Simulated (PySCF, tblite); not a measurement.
**C4H4NPSSi: dynamics, then NMR shifts on frames**

Aim: move C4H4NPSSi (`N#Cc1csc([SiH3])p1`) away from its starting geometry and see how NMR shifts follow the geometry.

The runs use tblite 0.8.0 and PySCF 2.14.0, with density-fitted response routines of our own; the level of theory stands in each step. All values are computed, except where a source is named. Atoms count from 0, in the outputs and in this text.

## Step 1: The starting structure

12 atoms, charge 0, multiplicity 1; geometry from: GFN2-xTB.

Bonds of the start (Å): N0–C1 1.15, C1–C2 1.40, C2–C3 1.37, C3–S4 1.70, S4–C5 1.73, C5–Si6 1.89, C5–P7 1.72, P7–C2 1.79, C3–H8 1.08, Si6–H9 1.46, Si6–H10 1.46, Si6–H11 1.46.

## Step 2: A short Langevin run with GFN2-xTB

Job settings and geometry (Å):

```
{"job": {"kind": "md", "xc": "GFN2-xTB", "basis": "xTB", "temperature": 400, "steps": 2000, "every": 50, "frames": 5}, "charge": 0, "multiplicity": 1}
N     -3.882702     1.707088    -0.589867
C     -2.899167     1.148240    -0.398730
C     -1.684152     0.481423    -0.169759
C     -1.642590    -0.798441     0.304334
S     -0.097448    -1.478369     0.539279
C      0.793768    -0.094103     0.015329
Si     2.680207    -0.189888     0.046643
P     -0.112346     1.273955    -0.484324
H     -2.503135    -1.400788     0.537758
H      3.169377     1.084386    -0.468810
H      3.091365    -0.415765     1.433199
H      3.088020    -1.318424    -0.791080
```

Method: GFN2-xTB Langevin dynamics, gas phase.

Launch:

```
$ OMP_NUM_THREADS=1 python probes_run.py task.json out
```

The driver reads the jobs from task.json and runs them one after another.

Log:

```text
t/fs     T/K      E/eV
    0.0   348.7   -569.88600
   25.0   321.1   -569.57403
   50.0   421.2   -569.26894
   75.0   498.6   -569.41801
  100.0   465.1   -569.54788
  125.0   274.7   -569.60008
  150.0   286.4   -569.60269
  175.0   269.4   -569.54444
  200.0   305.0   -569.53730
  225.0   403.1   -569.61094
  250.0   391.6   -569.38521
  275.0   330.5   -569.29828
  300.0   422.9   -569.55413
  325.0   471.3   -569.51196
  350.0   472.7   -569.42027
  375.0   447.5   -569.42115
  400.0   414.2   -569.40080
  425.0   458.8   -569.29214
  450.0   447.3   -569.16276
  475.0   369.2   -569.34098
  500.0   359.4   -569.43793
  525.0   258.5   -569.48982
  550.0   342.4   -569.61560
  575.0   178.1   -569.35377
  600.0   232.3   -569.44700
  625.0   447.7   -569.56713
  650.0   374.1   -569.28999
  675.0   435.9   -569.40019
  700.0   333.7   -569.26064
  725.0   513.9   -569.33151
  750.0   292.6   -569.18100
  775.0   368.5   -569.34202
  800.0   366.3   -569.30517
  825.0   569.1   -569.56535
  850.0   383.4   -569.09671
  875.0   495.8   -569.35957
  900.0   309.2   -569.14598
  925.0   351.9   -569.34092
  950.0   301.3   -569.32456
  975.0   403.9   -569.30861
 1000.0   266.1   -569.29106
```

It took 16 s on 1 thread of Arm Neoverse V1, shared host; peak memory 0.18 GiB.

Distance from the start (root mean square after alignment): 0 fs 0.00 Å, 200 fs 1.39 Å, 400 fs 1.39 Å, 600 fs 1.23 Å, 800 fs 1.36 Å, 1000 fs 1.06 Å.

Positions (Å) and forces (eV/Å) at 1000 fs:

```xyz
12

N    -4.641    1.199    1.145    0.438    0.274   -0.109
C    -3.521    1.129    0.897    1.385   -0.643   -0.487
C    -2.133    0.730    0.618   -2.570    0.832   -1.863
C    -1.476    0.153    1.626    1.282   -0.162   -1.256
S    -0.006   -0.601    1.198    0.076   -0.450    1.573
C    -0.166   -0.460   -0.471   -0.036    0.720   -1.159
Si    1.304   -1.270   -1.376   -0.548   -0.181   -0.773
P    -1.464    0.541   -1.054    0.040   -0.483    0.507
H    -1.862    0.387    2.535   -0.243   -0.226    2.798
H     2.544   -0.564   -1.191    0.316    0.491    0.073
H     1.527   -2.540   -0.703   -0.135   -0.265    0.031
H     1.009   -1.414   -2.836   -0.004    0.093    0.666
```

## Step 3: Shielding tensors: 250 fs, PBE0/pcSseg-1

Job settings and geometry (Å):

```
{"job": {"kind": "nmr", "xc": "PBE0", "basis": "pcSseg-1", "pop": false}, "charge": 0, "multiplicity": 1}
N     -4.064700     2.075200    -0.633600
C     -3.180000     1.420600    -0.268500
C     -2.106200     0.678600     0.322100
C     -2.115800    -0.336500     1.221200
S     -0.490300    -1.008200     1.467600
C      0.325700    -0.014500     0.350800
Si     2.179500    -0.388900     0.053700
P     -0.640800     1.058900    -0.533100
H     -2.973000    -0.563300     1.768400
H      2.322900    -1.703000     0.558000
H      2.213100    -0.493100    -1.458600
H      3.156900     0.563000     0.609100
```

With the program's defaults for keys left out, this is: GIAO PBE0/pcSseg-1 NMR shielding, non-relativistic, gas phase.

Log:

```text
coarse grid: 12760 points
cycle   1  E = -1237.7632919839  dE =  1.294e+00  |g| = 4.384e-01  |ddm| = 3.901e+00
cycle   2  E = -1237.6062321458  dE =  1.571e-01  |g| = 9.364e-01  |ddm| = 1.334e+00
cycle   3  E = -1237.8095367793  dE = -2.033e-01  |g| = 1.167e-01  |ddm| = 9.159e-01
cycle   4  E = -1237.8117503955  dE = -2.214e-03  |g| = 6.793e-02  |ddm| = 1.937e-01
cycle   5  E = -1237.8130162719  dE = -1.266e-03  |g| = 1.586e-02  |ddm| = 9.842e-02
cycle   6  E = -1237.8130716543  dE = -5.538e-05  |g| = 7.419e-03  |ddm| = 2.685e-02
cycle   7  E = -1237.8130870094  dE = -1.536e-05  |g| = 1.469e-03  |ddm| = 9.200e-03
cycle   8  E = -1237.8130874347  dE = -4.253e-07  |g| = 7.815e-04  |ddm| = 2.521e-03
final grid: 112912 points
cycle   9  E = -1237.8627453432  dE = -1.241e-05  |g| = 8.497e-03  |ddm| = 2.827e-02
cycle  10  E = -1237.8627219857  dE =  2.336e-05  |g| = 1.266e-02  |ddm| = 2.207e-02
cycle  11  E = -1237.8627637337  dE = -4.175e-05  |g| = 1.047e-03  |ddm| = 1.430e-02
cycle  12  E = -1237.8627639968  dE = -2.631e-07  |g| = 3.515e-04  |ddm| = 1.482e-03
cycle  13  E = -1237.8627640253  dE = -2.849e-08  |g| = 1.427e-04  |ddm| = 4.421e-04
cycle  14  E = -1237.8627640302  dE = -4.895e-09  |g| = 4.816e-05  |ddm| = 1.770e-04
cycle  15  E = -1237.8627640307  dE = -5.084e-10  |g| = 2.382e-05  |ddm| = 7.292e-05
converged SCF energy = -1237.8627640307

GIAO shielding tensors (ppm)
atom      isotropic    diamagn.    paramagn.     s11        s22        s33       span
  0 N      -65.387     339.003    -404.390   -224.138   -188.255    216.232    440.370
  1 C       65.273     254.497    -189.224    -52.819    -46.096    294.735    347.554
  2 C       47.316     269.080    -221.764    -62.729     60.271    144.406    207.135
  3 C       20.216     255.495    -235.279    -72.833      9.271    124.210    197.043
  4 S       86.397    1056.110    -969.714     -4.726     98.038    165.879    170.605
  5 C       10.945     269.216    -258.271   -142.071      8.927    165.979    308.050
  6 Si     428.037     879.204    -451.167    398.389    428.055    457.667     59.278
  7 P       16.800     969.111    -952.311   -276.010     43.866    282.544    558.554
  8 H       22.866      31.337      -8.471     20.835     22.138     25.626      4.791
  9 H       27.566      29.081      -1.515     22.826     27.399     32.474      9.648
 10 H       26.024      27.415      -1.391     21.765     25.290     31.016      9.251
 11 H       26.664      27.500      -0.836     23.465     24.345     32.181      8.716
```

It took 20 s on 1 thread of Arm Neoverse V1, shared host; peak memory 0.8 GiB.

The references, computed at this level on geometries of the same kind, shield at (ppm): 1H TMS 31.72, 13C TMS 186.9, 29Si TMS 349.2, 15N NH3 267.7, 31P H3PO4 318.4, 33S CS2 504. Their shielding less the atom's gives the shift. The references are single molecules in the gas phase, so shifts against H2O, NH3, PH3, H3PO4 or CFCl3 are not on the usual liquid scales and can be off by tens of ppm. Each atom is listed at this fixed geometry, with no averaging over motion; a spectrum would average atoms that exchange fast.

| atoms | environment | σ (ppm) | δ (ppm) |
| --- | --- | --- | --- |
| C5 | substituted aromatic carbon next to the ring sulfur | 10.9 | 176.0 |
| C3 | aromatic CH next to the ring sulfur | 20.2 | 166.7 |
| C2 | substituted aromatic carbon | 47.3 | 139.6 |
| C1 | nitrile carbon | 65.3 | 121.7 |
| H8 | hydrogen on an aromatic CH next to the ring sulfur | 22.87 | 8.85 |
| H10 | hydrogen on a silicon bonded to C | 26.02 | 5.69 |
| H11 | hydrogen on a silicon bonded to C | 26.66 | 5.05 |
| H9 | hydrogen on a silicon bonded to C | 27.57 | 4.15 |
| N0 | nitrile nitrogen | -65.4 | 333.1 |
| S4 | aromatic ring sulfur | 86 | 417 |
| Si6 | silicon bonded to C, 3 H | 428.0 | -78.9 |
| P7 | phosphorus bonded to 2 C, in a 5-membered ring | 16.8 | 301.6 |

Ring of atoms C2, C3, S4, C5, P7: NICS(0) -11.9, NICS(1) -11.7, NICS(1)zz -26.1 ppm (means of both faces).

## Step 4: NMR shieldings: 425 fs, PBE0/pcSseg-1

Job settings and geometry (Å):

```
{"job": {"kind": "nmr", "xc": "PBE0", "basis": "pcSseg-1", "pop": false}, "charge": 0, "multiplicity": 1}
N     -4.278200     2.139600     0.579600
C     -3.447900     1.417500     0.437700
C     -2.299900     0.587600     0.295600
C     -1.958200    -0.081100     1.456900
S     -0.459000    -0.737300     1.585000
C      0.014100    -0.313300    -0.072600
Si     1.683800    -0.956000    -0.476200
P     -1.075900     0.668800    -0.934200
H     -2.681500    -0.175900     2.251500
H      1.772400    -1.964100     0.508100
H      1.844800    -1.461300    -1.802900
H      2.705100    -0.076500    -0.082000
```

Level: GIAO PBE0/pcSseg-1 NMR shielding, non-relativistic, gas phase.

Log:

```text
coarse grid: 12760 points
cycle   1  E = -1237.7538499468  dE =  1.529e+00  |g| = 4.588e-01  |ddm| = 3.900e+00
cycle   2  E = -1237.6234118558  dE =  1.304e-01  |g| = 8.880e-01  |ddm| = 1.336e+00
cycle   3  E = -1237.8033400065  dE = -1.799e-01  |g| = 1.166e-01  |ddm| = 9.002e-01
cycle   4  E = -1237.8056593905  dE = -2.319e-03  |g| = 6.441e-02  |ddm| = 1.862e-01
cycle   5  E = -1237.8067767129  dE = -1.117e-03  |g| = 1.767e-02  |ddm| = 9.286e-02
cycle   6  E = -1237.8068497846  dE = -7.307e-05  |g| = 7.012e-03  |ddm| = 2.557e-02
cycle   7  E = -1237.8068632310  dE = -1.345e-05  |g| = 1.480e-03  |ddm| = 8.559e-03
cycle   8  E = -1237.8068637437  dE = -5.127e-07  |g| = 5.354e-04  |ddm| = 2.221e-03
final grid: 112912 points
cycle   9  E = -1237.8553688906  dE = -1.385e-05  |g| = 8.284e-03  |ddm| = 2.673e-02
cycle  10  E = -1237.8553476291  dE =  2.126e-05  |g| = 1.227e-02  |ddm| = 2.085e-02
cycle  11  E = -1237.8553862236  dE = -3.859e-05  |g| = 1.022e-03  |ddm| = 1.348e-02
cycle  12  E = -1237.8553864579  dE = -2.343e-07  |g| = 4.007e-04  |ddm| = 1.486e-03
cycle  13  E = -1237.8553864928  dE = -3.486e-08  |g| = 1.152e-04  |ddm| = 3.909e-04
cycle  14  E = -1237.8553864957  dE = -2.943e-09  |g| = 2.598e-05  |ddm| = 1.163e-04
cycle  15  E = -1237.8553864958  dE = -7.913e-11  |g| = 1.877e-05  |ddm| = 4.850e-05
converged SCF energy = -1237.8553864958

GIAO shielding tensors (ppm)
atom      isotropic    diamagn.    paramagn.     s11        s22        s33       span
  0 N      -34.638     341.436    -376.074   -191.467   -146.341    233.894    425.361
  1 C       72.619     258.031    -185.412    -40.685    -34.742    293.285    333.970
  2 C       48.045     263.464    -215.419    -45.274     61.969    127.439    172.714
  3 C       21.738     260.409    -238.671    -86.702     15.151    136.763    223.465
  4 S      116.516    1057.659    -941.143    -93.624    131.094    312.078    405.702
  5 C        9.320     267.006    -257.686   -115.565      6.004    137.521    253.085
  6 Si     434.856     880.639    -445.784    401.660    420.237    482.670     81.010
  7 P       55.282     967.226    -911.944   -307.061     50.003    422.905    729.967
  8 H       22.846      30.442      -7.596     19.887     22.627     26.024      6.137
  9 H       27.567      29.782      -2.216     22.164     28.420     32.116      9.952
 10 H       27.479      28.474      -0.995     23.432     25.772     33.233      9.801
 11 H       27.663      29.264      -1.601     24.434     25.032     33.521      9.087
```

It took 20 s on 1 thread of Arm Neoverse V1, shared host; peak memory 0.82 GiB.

This run: δ C5 177.6, C3 165.2, C2 138.9, C1 114.3, H8 8.87, H10 4.24 ppm.

(Part 1 of 2 ends here.)
